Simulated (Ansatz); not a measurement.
Be3Ni, space group I4/mmm, a fixed-spin-moment curve

Computed with the Python package of Ansatz (0.2.0).

Input file `be3ni.vasp`:
```text
Be3Ni
1.0
  -1.56957222    1.56957222    3.40451277
   1.56957222   -1.56957222    3.40451277
   1.56957222    1.56957222   -3.40451277
Be Ni
3 1
Direct
   0.75000000    0.25000000    0.50000000
   0.25000000    0.75000000    0.50000000
   0.50000000    0.50000000    0.00000000
   0.00000000    0.00000000    0.00000000
```

Typed at the interpreter:
```pycon
>>> from dataclasses import dataclass
>>> import ansatz as az
>>> from ase.io import read
>>> @dataclass
... class Options:
...     mesh: tuple[int, ...] = (10, 10, 10)
...     filling: str = 'Marzari-Vanderbilt'
...
>>> opts = Options()
>>> atoms = read('be3ni.vasp', format='vasp')
>>> system = az.Crystal.from_ase(atoms)
>>> system.resolved().tree()['lattice']
((-1.56957222, 1.56957222, 3.40451277), (1.56957222, -1.56957222, 3.40451277), (1.56957222, 1.56957222, -3.40451277))
>>> calculation = (
...     system.calculation()
...     .functional(az.Functional.LDA)
...     .basis(20 * az.Ry, xc_grid=3)
...     .accuracy('medium')
...     .kpoints(mesh=opts.mesh, shift=0.5)
...     .occupations(opts.filling, width=200 * az.meV)
...     .eigensolver('davidson', mixed_precision=False)
... )
>>> rows = []
>>> for total in [0.0, 0.4, 0.9, 1.3, 1.8]:
...     rep = calculation.spin('collinear', total=total, lock='hard').run(threads=1).report
...     up, down = rep['spin_fermi_energies_ev']
...     rows.append((total, rep['free_energy_ev'], up - down, rep['absolute_magnetization_mub']))
...
DeckWarning: basis.ecutwfc = 272.11386245988 eV is below the records' recommended 420 eV, and the density's cutoff is lower with it unless basis.ecutrho_ratio is high enough to keep the records' density cutoff: compare with a run at a higher cutoff
RunWarning: this spin-polarised run has no starting moment large enough to seed its density, and nothing else in its deck makes the two spin channels differ, so an SCF from that start keeps the [...]
>>> reference = rows[0][1]
>>> rows = [(m, 1000 * (e - reference), split, size) for m, e, split, size in rows]
>>> for row in rows:
...     print('; '.join(f'{name} = {round(v, 4) if isinstance(v, float) else v}' for name, v in zip(['total muB', 'F - F(0) meV', 'EF up - down eV', 'absolute muB'], row)))
...
total muB = 0.0; F - F(0) meV = 0.0; EF up - down eV = 0.0; absolute muB = 0.0
total muB = 0.4; F - F(0) meV = 69.8432; EF up - down eV = 0.6376; absolute muB = 0.4
total muB = 0.9; F - F(0) meV = 322.0215; EF up - down eV = 1.3494; absolute muB = 0.9
total muB = 1.3; F - F(0) meV = 648.0742; EF up - down eV = 1.9609; absolute muB = 1.3
total muB = 1.8; F - F(0) meV = 1257.2217; EF up - down eV = 2.9674; absolute muB = 1.8
>>> best = min(rows, key=lambda row: row[1])
>>> print(f'lowest at {best[0]} muB per cell, {best[1]:.1f} meV against the first point')
lowest at 0.0 muB per cell, 0.0 meV against the first point
```

The lowest point lies at 0 μB a cell, the first of the scan; at 1.8 μB the energy is 1257 meV above the lowest.

Reading the output:
- The settings weren't tested for convergence.
- The cutoff lies under the one recommended for these potentials.
- For a metal this k-point mesh is coarse: on a finer one energies can move by several to tens of meV an atom and pressures by half a GPa or more, differences at one mesh by less.
- This cell is a computed structure, which may not be the phase found in nature.
- Warnings are shown shortened and without file and line.
- Only points where the Fermi levels of the two spins meet (minima, maxima and zero moment) are free solutions; a shallow minimum can lie between the points.
- Timing: 11 s on 1 thread of AMD EPYC 9R45 96-Core Processor (Zen 5), on a shared host, peak memory 0.47 GiB.

(Lines on the test bed's own set-up are left out of the output.)
